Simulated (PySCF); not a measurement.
**C3H12AsGa: geometry, NMR shifts, spin-spin couplings, electronic excitations and core binding energies**

Wanted: the NMR shifts, spin-spin couplings, electronic excitations and core binding energies of C3H12AsGa (`CC[CH2][GaH2-][AsH3+]`), by calculation.

Computed with PySCF 2.14.0, with density-fitted response routines of our own, on a single molecule in the gas phase. Atoms count from 0, in the outputs and in this text.

### Step 1. The starting structure

17 atoms, charge 0, multiplicity 1; geometry from: GFN2-xTB.

Bonds of the start (Å): C0–C1 1.52, C1–C2 1.53, C2–Ga3 2.04, Ga3–As4 2.79, C0–H5 1.09, C0–H6 1.09, C0–H7 1.10, C1–H8 1.10, C1–H9 1.10, C2–H10 1.10, C2–H11 1.10, Ga3–H12 1.57, Ga3–H13 1.59, As4–H14 1.49, As4–H15 1.49, As4–H16 1.50.

### Step 2. Geometry optimisation at PBE0-D3(BJ)/def2-SVP

The job: settings as JSON, then the geometry in Å.

```
{"job": {"xc": "PBE0", "basis": "def2-SVP", "d3": "d3bj", "grid": 1, "kind": "geom"}, "charge": 0, "multiplicity": 1}
C     -1.415325    -0.805478     0.649548
C     -1.800244     0.586357     0.165860
C     -0.657755     1.231542    -0.628839
Ga     1.091164     1.299161     0.412555
As     2.079042    -1.248441    -0.162655
H     -2.252475    -1.296987     1.141036
H     -1.092458    -1.424529    -0.193954
H     -0.585769    -0.729632     1.363195
H     -2.034336     1.210002     1.035001
H     -2.704501     0.522704    -0.449646
H     -0.495172     0.656766    -1.555086
H     -0.971351     2.233602    -0.953653
H      1.182122     1.259659     1.982404
H      2.419831     1.846661    -0.261291
H      1.860975    -1.140487    -1.631390
H      3.534877    -1.460960    -0.390769
H      1.834376    -2.727912    -0.233301
```

**Question.** This job is followed by: GIAO PBE0/pcSseg-1 NMR shielding, non-relativistic, gas phase; B3LYP/pcJ-1 As:pcSseg-1 Ga:pcSseg-1 indirect spin-spin coupling, non-relativistic, gas phase; TDDFT CAM-B3LYP/def2-SVPD, vertical, gas phase, core orbitals frozen in the response; delta-SCF UKS SCAN, pcX-2 on the ionised atom, pcseg-1 elsewhere, spin-free X2C. Predict these results of the whole session: point group; rotational constants (main isotopes); 13C shifts against TMS (PBE0/pcSseg-1); 1H shifts against TMS (PBE0/pcSseg-1, means over atoms taken as alike); 71Ga shifts against GaH4- (PBE0/pcSseg-1); 75As shifts against AsH3 (PBE0/pcSseg-1); largest coupling of the table (B3LYP/pcSseg-1+pcJ-1); lowest singlet (CAM-B3LYP/def2-SVPD); brightest single state of those computed; lowest triplet; vertical ionisation energy (ΔSCF); C1s binding energies, SCAN/pcX-2.

As calculated:

| quantity | value |
| --- | --- |
| point group | C1 |
| rotational constants (main isotopes) | 2.20, 1.11, 0.80 GHz |
| 13C shifts against TMS (PBE0/pcSseg-1) | 23.7, 20.4, 14.9 ppm |
| 1H shifts against TMS (PBE0/pcSseg-1, means over atoms taken as alike) | 4.39, 3.47, 1.63, 0.87, 0.60 ppm |
| 71Ga shifts against GaH4- (PBE0/pcSseg-1) | 224 ppm |
| 75As shifts against AsH3 (PBE0/pcSseg-1) | 148 ppm |
| largest coupling of the table (B3LYP/pcSseg-1+pcJ-1) | 1J(C,H) C1–H8, 130.9 Hz |
| lowest singlet (CAM-B3LYP/def2-SVPD) | 6.01 eV (206 nm), f = 0.005 |
| brightest single state of those computed | state 6, 7.13 eV, f = 0.126 |
| lowest triplet | 5.77 eV |
| vertical ionisation energy (ΔSCF) | 9.02 eV |
| C1s binding energies, SCAN/pcX-2 | C0 290.35, C1 290.20, C2 289.27 eV |

**Reading.** Relaxing lowered the energy by 0.278 eV in 10 steps; the close pair that moved most is Ga3–As4, from 2.792 to 2.668 Å. No frequency check was run at this level, so the end point may be a saddle. At PBE0/pcSseg-1: Shielding is most anisotropic at Ga3 (span 216 ppm, paramagnetic term -1150 ppm). In the run at B3LYP/pcSseg-1+pcJ-1, the largest coupling of the table is C1–H8 (mean over like pairs), 130.9 Hz, of which the Fermi-contact term gives 129.0 Hz. Couplings across rotatable bonds belong to this one conformer; where others are populated, the observed values are averages, and the simulated multiplets take (2 J gauche + J anti)/3 across rotating chain bonds. The first singlet state (HOMO→LUMO 0.71, HOMO→LUMO+1 0.14) lies at 6.01 eV and is weak; of the 10 states computed, the strongest absorption comes from state 6 at 7.13 eV (the last state computed is bright too, and its partners may lie past the list). The lowest triplet lies 0.24 eV below the lowest singlet (triplets in Tamm-Dancoff, singlets in full TDDFT). ΔSCF puts the ionisation energy at 9.02 eV, 0.65 eV above −ε(HOMO). The C1s levels kept as sound span 1.08 eV, from C2 (sp3 CH2 bonded to Ga) up to C0 (methyl carbon). Spin-orbit coupling is left out, which matters for shieldings and couplings at and beside the heavy atoms.
